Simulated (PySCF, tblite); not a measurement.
**C9H7 radical: geometry, infrared bands and EPR parameters**

What infrared bands and EPR parameters should C9H7 radical (`[C]#C[C@@H](C#CC#C)CC`) show?

Computed with tblite 0.8.0 and PySCF 2.14.0, with density-fitted response routines of our own, on a single molecule in the gas phase. Atoms count from 0, in the outputs and in this text.

### Step 1. The molecule as given

16 atoms, charge 0, multiplicity 2; geometry from: force field or distance geometry start.

Bonds of the start (Å): C0–C1 1.20, C1–C2 1.48, C2–C3 1.47, C3–C4 1.21, C4–C5 1.41, C5–C6 1.21, C2–C7 1.51, C7–C8 1.51, C2–H9 1.09, C6–H10 1.08, C7–H11 1.09, C7–H12 1.13, C8–H13 1.12, C8–H14 1.13, C8–H15 1.10.

### Step 2. Optimising the geometry with GFN2-xTB

What the job is given:

```
{"job": {"kind": "relax", "xc": "GFN2-xTB", "basis": "xTB"}, "charge": 0, "multiplicity": 2}
C     -0.670100     2.419300    -1.559800
C     -0.563400     1.316600    -1.106700
C     -0.394900    -0.030400    -0.512100
C      1.013500    -0.280100    -0.186800
C      2.173400    -0.482900     0.096400
C      3.534100    -0.687500     0.397000
C      4.700800    -0.851400     0.680100
C     -1.185700    -0.081800     0.774000
C     -2.664900     0.169800     0.576500
H     -0.816500    -0.762100    -1.206700
H      5.729800    -1.021100     0.943800
H     -0.710600     0.608300     1.478500
H     -1.040100    -1.111300     1.207000
H     -3.016300     0.687100     1.504800
H     -2.857900     0.880700    -0.284000
H     -3.239000    -0.764300     0.454100
```

The run is started by

```bash
> OMP_NUM_THREADS=1 python probes_run.py task.json out
```

The driver reads the jobs from task.json and runs them one after another.

Standard output:

```text
step      E/eV     max force
  0    -612.46546    1.656
  1    -612.54708    2.402
  2    -612.60495    1.243
  3    -612.64678    0.688
  4    -612.66270    1.204
  5    -612.68491    0.672
  6    -612.69524    0.351
  7    -612.70304    0.723
  8    -612.70524    0.603
  9    -612.70985    0.180
 10    -612.71250    0.132
 11    -612.71436    0.140
 12    -612.71575    0.115
 13    -612.71764    0.122
 14    -612.71965    0.161
 15    -612.72162    0.160
 16    -612.72362    0.122
 17    -612.72633    0.168
 18    -612.73006    0.175
 19    -612.73400    0.195
 20    -612.73708    0.150
 21    -612.73978    0.157
 22    -612.74312    0.165
 23    -612.74715    0.199
 24    -612.75058    0.142
 25    -612.75279    0.123
 26    -612.75456    0.136
 27    -612.75701    0.198
 28    -612.76071    0.212
 29    -612.76499    0.149
 30    -612.76585    0.245
 31    -612.76946    0.176
 32    -612.77094    0.125
 33    -612.77438    0.062
 34    -612.77504    0.052
 35    -612.77571    0.054
 36    -612.77615    0.058
 37    -612.77693    0.055
 38    -612.77766    0.058
 39    -612.77835    0.057
 40    -612.77893    0.056
 41    -612.77952    0.048
 42    -612.78004    0.048
 43    -612.78040    0.043
 44    -612.78064    0.044
 45    -612.78085    0.036
 46    -612.78106    0.030
 47    -612.78124    0.023
 48    -612.78136    0.027
 49    -612.78144    0.024
 50    -612.78152    0.020
 51    -612.78161    0.023
 52    -612.78167    0.021
 53    -612.78173    0.024
 54    -612.78178    0.021
 55    -612.78186    0.022
 56    -612.78195    0.021
 57    -612.78202    0.021
 58    -612.78208    0.021
 59    -612.78215    0.020
 60    -612.78223    0.024
 61    -612.78231    0.019
 62    -612.78235    0.013
 63    -612.78237    0.013
 64    -612.78239    0.011
 65    -612.78242    0.013
 66    -612.78245    0.010
 67    -612.78247    0.010
 68    -612.78248    0.011
 69    -612.78251    0.014
 70    -612.78254    0.017
 71    -612.78256    0.012
 72    -612.78258    0.007
```

Run time: 0.36 s. Hardware: 1 thread of Arm Neoverse V2, shared host.

The steps of the relaxation: (not every step is listed)

```csv
step,energy from step 0 (eV),largest force (eV/Å)
0,0.0000,1.6556
1,-0.0816,2.4016
2,-0.1395,1.2429
3,-0.1813,0.6882
4,-0.1972,1.2042
5,-0.2194,0.6723
6,-0.2298,0.3509
7,-0.2376,0.7230
8,-0.2398,0.6027
13,-0.2522,0.1225
18,-0.2646,0.1752
23,-0.2817,0.1990
28,-0.2953,0.2121
33,-0.3089,0.0622
38,-0.3122,0.0585
43,-0.3149,0.0430
48,-0.3159,0.0266
53,-0.3163,0.0235
58,-0.3166,0.0210
63,-0.3169,0.0129
67,-0.3170,0.0101
68,-0.3170,0.0107
69,-0.3170,0.0144
70,-0.3171,0.0175
71,-0.3171,0.0122
72,-0.3171,0.0075
```

Close pairs (by a distance rule), those that changed most:

```csv
bond,before (Å),after (Å),change (Å)
C4–C5,1.408,1.355,-0.053
C8–H14,1.133,1.088,-0.045
C7–H12,1.126,1.094,-0.033
C8–H13,1.119,1.087,-0.032
C2–C3,1.467,1.438,-0.029
C6–H10,1.076,1.048,-0.027
C2–C7,1.511,1.537,+0.026
C8–H15,1.103,1.089,-0.015
```

The end geometry stands in the next job.

### Step 3. Infrared spectrum with GFN2-xTB

What the job is given:

```
{"job": {"kind": "ir", "xc": "GFN2-xTB", "basis": "xTB"}, "charge": 0, "multiplicity": 2}
C     -0.591717     2.296597    -1.676367
C     -0.436984     1.245847    -1.128939
C     -0.368726    -0.052896    -0.420373
C      1.020709    -0.308960    -0.150816
C      2.198787    -0.457677     0.084874
C      3.507696    -0.679692     0.357422
C      4.671570    -0.873749     0.605738
C     -1.201784    -0.010929     0.870117
C     -2.683294     0.176794     0.576496
H     -0.765822    -0.816817    -1.102507
H      5.684122    -1.042355     0.818695
H     -0.841690     0.806524     1.498744
H     -1.043672    -0.948619     1.410385
H     -3.247007     0.229358     1.504943
H     -2.840862     1.098641     0.020743
H     -3.068928    -0.653123    -0.013081
```

Standard output:

```text
mode    cm-1     km/mol
  1      60.5      0.37
  2      69.4      0.09
  3      99.8      1.71
  4     135.6      1.90
  5     165.0      2.44
  6     174.2      0.79
  7     209.8      3.80
  8     237.5      2.55
  9     286.1      2.49
 10     365.0      4.03
 11     375.6      2.02
 12     383.2      1.39
 13     421.8      1.32
 14     452.9      1.01
 15     634.4     16.89
 16     636.1     15.69
 17     739.8      6.80
 18     808.5      3.28
 19     887.4     11.84
 20     956.5     18.38
 21    1050.6      4.29
 22    1095.5      0.16
 23    1103.2      6.39
 24    1166.8      0.89
 25    1205.7      6.97
 26    1250.0      4.75
 27    1259.5      2.42
 28    1332.6      3.66
 29    1414.9      3.79
 30    1474.4      0.50
 31    1498.5      4.29
 32    1500.6      3.14
 33    2203.3     11.07
 34    2281.5      4.46
 35    2303.1    148.25
 36    2879.3     22.20
 37    2961.0     28.34
 38    2987.6     17.97
 39    3027.2     47.36
 40    3039.7     35.27
 41    3042.7     23.95
 42    3403.5      9.32
```

It took 0.42 s on 1 thread of Arm Neoverse V2, shared host.

Which atoms move in the most intense modes:

```csv
cm⁻¹,km/mol,atoms
956,18.4,"C2 28 %, H13 26 %, C8 12 %"
2303,148.2,"C4 43 %, C3 35 %"
2879,22.2,H9 93 %
2961,28.3,H12 87 %
2988,18.0,H11 86 %
3027,47.4,H15 89 %
3040,35.3,"H13 62 %, H14 29 %"
3043,23.9,"H14 64 %, H13 30 %"
```

### Step 4. g tensor and hyperfine couplings: B3LYP/pcH-1

Settings changed since step 3:

```diff
@@ -1,2 +1,2 @@
-{"job": {"kind": "ir", "xc": "GFN2-xTB", "basis": "xTB"}, "charge": 0, "multiplicity": 2}
+{"job": {"kind": "epr", "basis": "pcH-1"}, "charge": 0, "multiplicity": 2}
 C     -0.591717     2.296597    -1.676367
```

Method: UKS B3LYP, pcH-1 on C H, non-relativistic, mean-field spin-orbit, GIAO.

Standard output:

```text
UKS, coarse grid
  cycle   1  E = -346.66680789  |g| = 4.81e-01
  cycle   2  E = -341.39620493  |g| = 1.86e+00
  cycle   3  E = -346.76952215  |g| = 3.55e-01
  cycle   4  E = -346.82620319  |g| = 2.76e-01
  cycle   5  E = -346.85973239  |g| = 1.63e-01
  cycle   6  E = -346.87072289  |g| = 8.33e-02
  cycle   7  E = -346.87439842  |g| = 6.24e-02
  cycle   8  E = -346.87692443  |g| = 3.06e-02
  cycle   9  E = -346.87754088  |g| = 1.25e-02
  cycle  10  E = -346.87776745  |g| = 5.82e-03
  cycle  11  E = -346.87783892  |g| = 4.86e-03
  cycle  12  E = -346.87799850  |g| = 5.80e-03
  cycle  13  E = -346.87818966  |g| = 3.01e-03
  cycle  14  E = -346.87828010  |g| = 1.74e-03
  cycle  15  E = -346.87831221  |g| = 1.06e-03
  cycle  16  E = -346.87833521  |g| = 5.96e-04
  cycle  17  E = -346.87833807  |g| = 7.26e-04
UKS, final grid
  cycle   1  E = -346.87835519  |g| = 1.68e-03
  cycle   2  E = -346.87834599  |g| = 4.53e-03
  cycle   3  E = -346.87835673  |g| = 3.19e-04
  cycle   4  E = -346.87835681  |g| = 1.61e-04
  cycle   5  E = -346.87835687  |g| = 1.24e-04
  cycle   6  E = -346.87835699  |g| = 9.43e-05
  cycle   7  E = -346.87835704  |g| = 7.85e-05
  cycle   8  E = -346.87835707  |g| = 5.87e-05
  cycle   9  E = -346.87835713  |g| = 3.88e-05
  cycle  10  E = -346.87835715  |g| = 1.82e-05
  cycle  11  E = -346.87835715  |g| = 7.03e-06
E = -346.87835715 Eh   <S^2> = 0.7648 (exact 0.7500)
g shifts (ppm)      1          2          3
  rmc          -169       -169       -169
  gc              7         10         21
  oz_so        -255        645       1233
  total        -416        486       1085
hyperfine (MHz)  atom isotope    a_iso     a_fc   dipolar eigenvalues
    0   13C     947.76     947.76    -56.39    -52.27    108.65
    1   13C     152.39     152.39    -28.35    -21.81     50.16
    2   13C      12.58      12.58     -2.86     -2.80      5.66
    3   13C      -3.86      -3.86     -1.35     -0.90      2.25
    4   13C       2.05       2.05     -2.11     -1.84      3.95
    5   13C      -2.56      -2.56     -0.71     -0.23      0.94
    6   13C       1.67       1.67     -1.74     -1.24      2.98
    7   13C      -6.82      -6.82     -0.84      0.10      0.74
    8   13C      -0.48      -0.48     -0.30     -0.23      0.53
    9    1H     -12.73     -12.73     -2.14     -1.32      3.46
   10    1H      -1.65      -1.65     -0.91     -0.24      1.15
   11    1H       0.75       0.75     -1.52     -1.02      2.54
   12    1H       0.02       0.02     -0.62     -0.47      1.09
   13    1H      -0.01      -0.01     -0.63     -0.58      1.21
   14    1H       0.48       0.48     -2.10     -1.94      4.04
   15    1H      -0.05      -0.05     -0.80     -0.79      1.59
```

It took 99 s on 1 thread of Arm Neoverse V2, shared host; peak memory 1.1 GiB.

Principal g values 2.00190, 2.00281, 2.00340; g(iso) = 2.00270, against 2.00232 for a free electron.

Hyperfine couplings; where a row names several nuclei, a(iso) is their mean (it holds for fast rotation or exchange) and the dipolar term the largest among them:

```csv
nuclei,isotope,a(iso) (MHz),"a(iso) (G, at g = 2.0023)",largest dipolar term (MHz)
C0,13C,947.8,338.2,108.7
C1,13C,152.4,54.4,50.2
H9,1H,-12.7,-4.5,3.5
C2,13C,12.6,4.5,5.7
C7,13C,-6.8,-2.4,-0.8
C3,13C,-3.9,-1.4,2.2
C5,13C,-2.6,-0.9,0.9
C4,13C,2.0,0.7,3.9
C6,13C,1.7,0.6,3.0
H10,1H,-1.6,-0.6,1.1
H11,1H,0.8,0.3,2.5
C8,13C,-0.5,-0.2,0.5
"H13, H14, H15",1H,0.1,0.1,4.0
H12,1H,0.0,0.0,1.1
```

Mulliken spin populations:

C0 1.10; C1 -0.15; C2 0.03; C3 -0.01; C4 0.02; C5 -0.01; C6 0.02; C7 0.00; C8 0.00; H9 0.00; H10 0.00; H11 0.00; H12 0.00; H13 0.00; H14 0.00; H15 0.00

In first order the couplings over 0.8 MHz of 1H give 4 distinct lines over 5.1 G, if the averaged nuclei exchange fast.

Orbitals, density, ELF and potential are computed afterwards from the orbital file.

ELF in a plane through or near 9 of the atoms.

Values, 10 rows by 14 columns:
```
0.00 0.00 0.00 0.00 0.00 0.00 0.00 0.00 0.00 0.00 0.00 0.00 0.00 0.00
0.00 0.00 0.00 0.00 0.00 0.00 0.02 0.52 0.72 0.07 0.00 0.00 0.00 0.00
0.00 0.00 0.00 0.00 0.00 0.00 0.22 0.78 0.79 0.34 0.00 0.00 0.00 0.00
0.00 0.00 0.01 0.12 0.03 0.15 0.06 0.28 0.77 0.02 0.01 0.00 0.00 0.00
0.00 0.01 0.35 0.72 0.58 0.71 0.58 0.59 0.04 0.99 0.70 0.00 0.00 0.00
0.00 0.47 1.00 0.55 0.28 0.64 0.63 0.45 0.60 0.27 0.19 0.00 0.00 0.00
0.00 0.01 0.36 0.53 0.36 0.10 0.03 0.89 0.56 0.88 0.89 0.00 0.00 0.00
0.00 0.00 0.00 0.01 0.00 0.00 0.00 0.50 0.08 0.03 0.03 0.00 0.00 0.00
0.00 0.00 0.00 0.00 0.00 0.00 0.00 0.00 0.00 0.00 0.00 0.00 0.00 0.00
0.00 0.00 0.00 0.00 0.00 0.00 0.00 0.00 0.00 0.00 0.00 0.00 0.00 0.00
```
The map spans 16.8 Å across and 10.8 Å up, centred on the molecule. Atoms in the plane (x, y in Å): C1 (0.7, 1.7), C4 (-2.2, 0.1), C5 (-3.6, -0.1), C6 (-4.8, -0.3), C7 (1.2, -0.7), C8 (2.7, -0.5), H10 (-5.8, -0.5), H12 (0.8, -1.6), H14 (3.0, 0.5).

On the surface of density 0.002 e/bohr³ the electrostatic potential runs, from the 1st to the 99th percentile, from -0.64 V near C0 to 1.55 V near H10.

The spin density lies nearest to C0 81 %; C1 12 % (both signs).

### Step 5. Results

| quantity | value |
| --- | --- |
| strongest single infrared mode (GFN2-xTB) | 2303 cm⁻¹, 148 km/mol |
| zero-point energy (GFN2-xTB) | 73.7 kcal/mol |
| g(iso) (B3LYP) | 2.00270 |
| ⟨S²⟩ | 0.765 (exact 0.75) |
| largest a(iso) (averaged by class) | 13C on C0, 947.8 MHz |
| surface potential, 1st and 99th percentile | -0.64 V and 1.55 V |

In words: The optimisation took 72 steps and gained 0.317 eV; among the close pairs (by a distance rule), C4–C5 changed most, from 1.408 to 1.355 Å. No mode is imaginary among the 42: a minimum at this level. The strongest single mode, at 2303 cm⁻¹, moves mainly C4 and C3. Unscaled tight-binding wavenumbers are off by several per cent, some by more. Its intensities can rank the bands wrongly. C0 carries the largest spin population, 1.10 e. The isotropic g lies 0.4 ppt above the free-electron value.
